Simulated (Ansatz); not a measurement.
**C2H5FGeSi: one species, many methods**

An exercise on one series of results from a longer session: the logs are not shown, and one member is left open.

Method: functionals in def2-TZVPP, the program's frozen cores in correlated methods; program: Ansatz 0.2.0, Gaussian basis.

Plan: PBE-D4, r2SCAN-D4, PBE0-D4, B3LYP-D4, ωB97X-V, ωB97M-V, B2PLYP; CCSD(T)/def2-TZVPP; MP2/def2-QZVPP; extrapolation to the limit.

**The relaxed structure**

The geometry comes from an earlier relaxation with PBE0-D4 in a triple-zeta def2 set; it is a stationary point, not always the lowest conformer.

SMILES `FC#[C][GeH2][SiH3]`, 10 atoms, charge 0, spin multiplicity 1.

Atoms are counted from 1 here; the program's logs count them from 0.

Bond lengths: F1–C2 1.270 Å, C2–C3 1.202 Å, C3–Ge4 1.897 Å, Ge4–Si5 2.381 Å, Ge4–H6 1.537 Å, Ge4–H7 1.537 Å, Si5–H8 1.487 Å, Si5–H9 1.486 Å, Si5–H10 1.486 Å. Angles: F1–C2–C3 179.5°, C2–C3–Ge4 177.5°, C3–Ge4–Si5 108.4°, C3–Ge4–H6 107.9°, C3–Ge4–H7 107.9°, Si5–Ge4–H6 111.8°, Si5–Ge4–H7 111.8°, H6–Ge4–H7 108.8°, Ge4–Si5–H8 109.8°, Ge4–Si5–H9 109.6°, Ge4–Si5–H10 109.6°, H8–Si5–H9 109.2°, H8–Si5–H10 109.2°, H9–Si5–H10 109.4°.

Set-up of the first run:

File in.yaml:

```yaml
crystal:
  periodic: [false, false, false]
  atoms:
    - {symbol: F, position_ang: [1.319406, -3.701178, 0.534815]}
    - {symbol: C, position_ang: [0.764544, -2.638142, 0.117065]}
    - {symbol: C, position_ang: [0.235251, -1.636506, -0.286052]}
    - {symbol: Ge, position_ang: [-0.567520, -0.015978, -0.859443]}
    - {symbol: Si, position_ang: [0.026211, 1.701063, 0.679487]}
    - {symbol: H, position_ang: [-2.088290, -0.233783, -0.912865]}
    - {symbol: H, position_ang: [-0.059341, 0.288227, -2.277982]}
    - {symbol: H, position_ang: [-0.583805, 2.989868, 0.257831]}
    - {symbol: H, position_ang: [-0.467408, 1.346966, 2.035179]}
    - {symbol: H, position_ang: [1.504053, 1.848165, 0.715164]}
basis:
  gaussian: {orbitals: def2-TZVPP}
hamiltonian: {xc: pbe, dispersion: d4}
output: {forces: true, orbitals: {seedname: orbitals}}
```

Launch:

```bash
$ ansatz run in.yaml --threads 4 --pin off --events-out ev --progress --plain --max-ram 10444MiB
```

Among the steps run: PBE-D4 (GGA); r2SCAN-D4 (meta-GGA); PBE0-D4 (hybrid); B3LYP-D4 (hybrid); ωB97X-V (range-separated); ωB97M-V (range-separated); B2PLYP (double hybrid); CCSD(T) in def2-TZVPP; MP2 in def2-QZVPP.

One of the session's tables, all rows but one given; the rest of the session is left out.

| method | atomisation energy (kJ/mol) |
| --- | --- |
| PBE-D4 | 3410.0 |
| r2SCAN-D4 | 3358.5 |
| PBE0-D4 | 3341.9 |
| B3LYP-D4 | 3334.0 |
| ωB97X-V | 3365.7 |
| ωB97M-V | 3341.6 |
| B2PLYP | 3308.5 |
| HF/def2-TZVPP | 2384.7 |
| MP2/def2-TZVPP | ? |
| CCSD/def2-TZVPP | 3212.1 |
| CCSD(T)/def2-TZVPP | 3272.4 |
| MP2/CBS | 3405.7 |
| CCSD(T)/CBS | 3351.6 |

**Question.** Estimate the row for MP2/def2-TZVPP.

As computed: atomisation energy (kJ/mol): 3326.5. In the column «atomisation energy (kJ/mol)» it lies between B2PLYP (3308.5) and B3LYP-D4 (3334.0).
